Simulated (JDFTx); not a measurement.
The system is HfB.

```
CELL_PARAMETERS angstrom
0.00000 2.31000 2.31000
2.31000 0.00000 2.31000
2.31000 2.31000 0.00000
ATOMIC_POSITIONS crystal
Hf 0.50000 0.50000 0.50000
B 0.00000 0.00000 0.00000
```

Base run:

- Program: JDFTx 1.7.0 (patched build)
- Functional: PBE
- Potentials or basis: PseudoDojo-SR-PBE-0.5-standard with smoothed tails
- Cutoff: 1034 eV
- Density cutoff: 8272 eV
- k mesh: 10 × 10 × 10
- Occupations: fermi-dirac, width 0.05 eV
- Spin: no spin polarisation
- Hubbard terms: Hf d U = 4 eV

Its results: band gap on the k mesh none (metal or under the smearing width); pressure 25.3 GPa.

The run is repeated on the same cell with these changes: hubbard terms from Hf d U = 4 eV to Hf d U = 8 eV. What comes out?

Band gap on the k mesh none (metal or under the smearing width); pressure 21.2 GPa.

Caveats: U without spin polarisation on a metal has little footing; the U is typed as a test and isn't derived for this compound.

Not every run made on this cell is shown here.
